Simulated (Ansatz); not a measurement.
# CH5Sn: the cost of one run

All numbers below are computed with Ansatz 0.2.0 (RKS PBE0/def2-SVP).

## 1. Starting point

Bond lengths: C1–Sn2 2.101 Å, C1–H3 1.108 Å, C1–H4 1.108 Å, Sn2–H5 1.805 Å, Sn2–H6 1.804 Å, Sn2–H7 1.914 Å. Angles: C1–Sn2–H5 113.5°, C1–Sn2–H6 113.3°, C1–Sn2–H7 134.5°, H5–Sn2–H6 97.0°, H5–Sn2–H7 95.6°, H6–Sn2–H7 95.9°, Sn2–C1–H3 105.3°, Sn2–C1–H4 105.5°, H3–C1–H4 103.9°.

Coordinates:

```xyz
7

C    -0.6832   -1.3055    0.3564
Sn    0.1529    0.5689   -0.0941
H    -0.6263   -1.8843   -0.5864
H     0.0495   -1.8057    1.0201
H    -0.8862    1.5800   -1.1688
H     0.1771    1.6960    1.3146
H     1.8163    1.1507   -0.8418
```

## 2. End point A

Input file input.yaml:

```yaml
crystal:
  periodic: [false, false, false]
  atoms:
    - { symbol: C, position_ang: [-0.68324, -1.30552, 0.35636] }
    - { symbol: Sn, position_ang: [0.15289, 0.56887, -0.09406] }
    - { symbol: H, position_ang: [-0.6263, -1.88428, -0.58638] }
    - { symbol: H, position_ang: [0.04947, -1.80573, 1.02013] }
    - { symbol: H, position_ang: [-0.8862, 1.57996, -1.1688] }
    - { symbol: H, position_ang: [0.1771, 1.69597, 1.31455] }
    - { symbol: H, position_ang: [1.81628, 1.15073, -0.84179] }
total_charge: -1
basis:
  gaussian: { orbitals: def2-SVP }
hamiltonian:
  xc: pbe0
relax:
  f_tol: 0.015
  max_steps: 40
```

Started as:

```bash
ansatz run input.yaml --threads 1 --pin off --max-ram 2048MiB --backend cpu --events-out ev --progress --plain --runs-dir out
```

What time and memory should one allow on 1 thread of Intel Xeon Platinum 8259CL at 2.50GHz (Skylake/Cascade Lake), shared host?

About 24 s, with a peak of 0.14 GiB.
